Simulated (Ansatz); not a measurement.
FH4SbSi, SMILES [F][SbH][SiH3], an atomisation energy

Program: the Python package of Ansatz (0.2.0).

Notebook, run cell by cell (the value of a cell's last expression is shown):

**Cell 1**
```python
from collections import Counter

import ansatz as az
```

**Cell 2**
```python
BASIS = "def2-SVP"
XC = "r2scan0"
```

**Cell 3**
```python
def energy_of(molecule, charge=0, unpaired=0):
    calc = molecule.calculation().basis(gaussian=BASIS).functional(XC)
    if charge:
        calc = calc.charge(charge)
    if unpaired:
        calc = calc.spin("collinear", total=unpaired)
    report = calc.run(threads=1, backend="cpu").report
    if report["published_state_doubts"]:
        print("  doubts:", report["published_state_doubts"])
    return report["free_energy_ev"]
```

**Cell 4**
```python
system = (
    az.Crystal.molecule()
    .atom("F", (-0.4936, -2.1232, 1.1451))
    .atom("Sb", (-1.5043, -0.7731, -0.0327))
    .atom("Si", (0.3979, 0.8456, 0.0629))
    .atom("H", (-0.7855, -1.4984, -1.4992))
    .atom("H", (1.69, 0.1087, -0.1665))
    .atom("H", (0.4629, 1.4963, 1.4006))
    .atom("H", (0.2939, 1.8763, -0.9559))
)
```

**Cell 5**
```python
# Hund ground states
unpaired = {"F": 1, "Sb": 3, "Si": 2, "H": 1}
counts = Counter(site.symbol for site in system.cartesian_sites)
atom_energy = {s: energy_of(az.Crystal.molecule().atom(s, (0, 0, 0)), 0, unpaired[s]) for s in counts}
whole = energy_of(system, 0, 0)
for s, e in atom_energy.items():
    print(f"{s:2s} x{counts[s]}  {e:14.5f} eV")
print(f"FH4SbSi: {whole:.5f} eV")
split = sum(counts[s] * e for s, e in atom_energy.items()) - whole
print(f"atomisation energy (no zero-point term): {23.060548 * split:.1f} kcal/mol, {split / sum(counts.values()):.3f} eV an atom")
```
Output:
```text
F  x1     -2710.06882 eV
Sb x1     -6538.33614 eV
Si x1     -7870.71504 eV
H  x4       -13.58464 eV
FH4SbSi: -17191.62321 eV
atomisation energy (no zero-point term): 418.9 kcal/mol, 2.595 eV an atom
```

418.9 kcal/mol from the electronic energies, without the zero-point term.

Notes:
- Total energies depend on the basis set; only differences at equal settings carry meaning.
- The geometry is a force-field or estimated start, not a minimum of this method, and the basis set is short of its limit. All parts are taken at fixed geometry, without zero-point energy.
- def2 sets replace the cores of elements past krypton by effective core potentials.
- The spin-orbit lowering of heavy atoms is left out.
- The whole script took 6 s on 1 thread of Arm Neoverse V2, with other jobs on the host, peak memory 0.23 GiB.
